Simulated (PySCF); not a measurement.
# The bond of CsNa+, level by level

An exercise on one series of results from a longer session: the logs are not shown, and one member is left open.

Method: Cs def2-SVPD with ECP46, Na def2-SVPD, scalar-relativistic core potentials; program: PySCF 2.14.0.

The first run:

Settings of the job:

```
atoms                         : Cs, Na
charge                        : 1
basis                         : Cs def2-SVPD with ECP46, Na def2-SVPD
Hamiltonian                   : scalar-relativistic core potentials
basis functions               : 45
electrons treated             : 19
masses in u                   : 132.9054, 22.9898
levels                        : PBE0, PBE, r²SCAN, TPSS, M06-2X, r²SCAN0, ωB97X, HF, MP2, SCS-MP2, CCSD, CCSD(T)
grid                          : 80 radial by 434 angular points
occupations                   : held fixed by the projection of orbital angular momentum
dissociation limit            : Cs+ + Na, each in its ground configuration
starting distance in angstrom : 3.880
values of 2S to try           : 1, 3
```

Launch:

```bash
OMP_NUM_THREADS=1 python dia.py task.json out
```

Steps of the session up to this table: Input; The PBE0 curve of the state that the search chose; PBE (GGA); r²SCAN; TPSS (meta-GGA); M06-2X (hybrid meta-GGA); r²SCAN0 (hybrid meta-GGA); ωB97X (range-separated hybrid); UHF (mean field); Correlated methods on the Hartree–Fock reference.

One of the session's tables, all rows but one given; the rest of the session is left out.

It belongs to the step «The curves together». Energy (eV) from each level's lowest point:

```
R (Å)    UHF  UHF-MP2  UHF-SCS-MP2  UHF-CCSD  UHF-CCSD(T)
3.923  0.159    0.112        0.118       n/a          n/a
4.106  0.091    0.057        0.062     0.052        0.051
4.288  0.045    0.023        0.026     0.020        0.019
4.425      ?        ?            ?         ?            ?
4.562  0.008    0.001        0.002     0.000        0.000
4.699  0.001    0.000        0.000     0.000        0.000
4.881  0.000    0.006        0.005     0.007        0.007
5.109  0.008    0.021        0.019     0.024        0.024
5.383  0.028    0.048        0.044     0.052        0.053
5.748  0.062    0.090        0.085       n/a          n/a
```

Estimate the missing values for R (Å) = 4.425.

Worked estimate for «UHF». A straight line through the neighbours (4.288, 0.045) and (4.562, 0.008) gives 0.045 + (0.008 − 0.045) × (4.425 − 4.288) / (4.562 − 4.288) = 0.027; a parabola fitted to 4 rows on both sides gives 0.022.

**Answer.** UHF: 0.022; UHF-MP2: 0.009; UHF-SCS-MP2: 0.010; UHF-CCSD: 0.006; UHF-CCSD(T): 0.006. In «UHF» the line misses by +0.005 and the parabola by 0.000.
